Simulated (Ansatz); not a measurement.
The system is HfIn4SiO6.

```
CELL_PARAMETERS angstrom
3.23023 -5.57768 -0.02470
3.23023 5.57768 -0.02470
-1.49068 0.00000 6.32030
ATOMIC_POSITIONS crystal
Hf 0.10178 0.10178 0.00912
In 0.79222 0.48204 0.00818
In 0.48204 0.79222 0.00818
In 0.54472 0.21983 0.48398
In 0.21983 0.54472 0.48398
Si 0.85433 0.85433 0.44523
O 0.83500 0.58822 0.38104
O 0.58822 0.83500 0.38104
O 0.02899 0.02899 0.29500
O 0.97920 0.97920 0.69555
O 0.42852 0.14514 0.07435
O 0.14514 0.42852 0.07435
```

The cell was built by a generator and needn't be a form met in nature.

Base run:

- Program: Ansatz 0.2.0
- Functional: PBEsol
- Potentials or basis: Ansatz PAW
- Cutoff: 420 eV
- Density cutoff: 1680 eV
- k mesh: 5 × 5 × 4
- Occupations: fermi-dirac, width 0.05 eV
- Spin: no spin polarisation

Its results: band gap on the k mesh 0.59 eV, indirect (least direct gap 0.84 eV); pressure -3.3 GPa; largest force 0.208 eV/Å.

Q: The run is repeated on the same cell with these changes: functional from PBEsol to revPBE. What comes out?

A: Band gap on the k mesh 0.68 eV, indirect (least direct gap 0.93 eV); pressure 1.9 GPa; largest force 0.096 eV/Å.

revPBE binds less tightly than PBEsol, so the same cell stands under more pressure.

Caveats: the k mesh misses the band edges, so the gap on the mesh is wider than the one along the path; spin-orbit coupling is left out, which moves the levels of the heavy elements; the PAW data sets come from PBE, with cores solved anew for the run's functional, which leaves a small shift of forces and pressure; the potentials were made for another functional, which shifts forces and pressure (some runs).

Not every run made on this cell is shown here.
